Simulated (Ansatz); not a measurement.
BFH3ISi, SMILES B[SiH](F)I, a rigid scan of one bond length

Run with Ansatz 0.2.0 through its Python package.

`bfh3isi.py`
```python
"""Stretching a bond of BFH3ISi, the rest held rigid."""

import logging
import sys

import ansatz as az
import numpy as np

logging.basicConfig(stream=sys.stdout, format="%(levelname)s:%(name)s:%(message)s")
log = logging.getLogger("run")
log.setLevel(logging.INFO)


def main() -> None:
    geometry_ang = [
        ("B", (0.0574, 0.9726, 0.6584)),
        ("Si", (0.1675, -0.6454, -0.3438)),
        ("F", (1.0807, -0.3854, -1.7316)),
        ("I", (-1.995, -1.4046, -1.0174)),
        ("H", (0.3994, 1.074, 1.7423)),
        ("H", (-0.4837, 1.9779, 0.1354)),
        ("H", (0.8349, -1.6572, 0.511)),
    ]
    system = az.Crystal.molecule()
    for symbol, xyz in geometry_ang:
        system = system.atom(symbol, xyz)

    symbols = [site.symbol for site in system.cartesian_sites]
    start = np.array([site.position_ang for site in system.cartesian_sites])
    axis = (start[2] - start[1]) / np.linalg.norm(start[2] - start[1])
    moving = [2]
    lengths, energies = [1.43, 1.55, 1.68, 1.85, 2.1, 2.52, 3.03, 3.7], []
    for length in lengths:
        xyz = start.copy()
        xyz[moving] += (length - np.linalg.norm(start[2] - start[1])) * axis
        point = az.Crystal.molecule()
        for symbol, place in zip(symbols, xyz):
            point = point.atom(symbol, place.tolist())
        job = (
            point.calculation()
            .basis(gaussian="def2-SVP")
            .functional("pbe0", dispersion="d3bj")
            .accuracy("medium")
        )
        r = job.run(threads=1).report
        energies.append(r["free_energy_ev"])
        log.info(f"r = {length:6.3f} A  E = {energies[-1]:.5f} eV  <S^2> = {abs(r['mean_field']['state']['spin_squared']):.3f}")

    print("energy above the lowest point (eV):", [round(e - min(energies), 3) for e in energies])


if __name__ == "__main__":
    main()
```

```console
$ python bfh3isi.py
INFO:run:r =  1.430 A  E = -19408.98500 eV  <S^2> = 0.000
INFO:run:r =  1.550 A  E = -19409.82331 eV  <S^2> = 0.000
INFO:run:r =  1.680 A  E = -19409.90624 eV  <S^2> = 0.000
INFO:run:r =  1.850 A  E = -19409.38860 eV  <S^2> = 0.000
INFO:run:r =  2.100 A  E = -19408.20196 eV  <S^2> = 0.000
INFO:run:r =  2.520 A  E = -19406.33336 eV  <S^2> = 0.000
INFO:run:r =  3.030 A  E = -19404.75376 eV  <S^2> = 0.000
INFO:run:r =  3.700 A  E = -19403.57772 eV  <S^2> = 0.000
energy above the lowest point (eV): [0.921, 0.083, 0.0, 0.518, 1.704, 3.573, 5.152, 6.329]
```

What to keep in mind:
- The settings weren't tested for convergence.
- The rest of the molecule is held rigid at a force-field or estimated start geometry, and the basis set is modest; single-reference methods fail as a bond breaks.
- def2 sets replace the cores of elements past krypton by effective core potentials.
- The orbitals are restricted, so S² is zero by construction.
- Toward dissociation an unrestricted state can lie under the restricted one, by tenths of an eV for polar bonds under a functional and by 1 to 2 eV or more for others.
- Run time: 16 s on 1 thread of Intel(R) Xeon(R) 6975P-C (Granite Rapids), with other jobs on the host, peak memory 0.25 GiB.
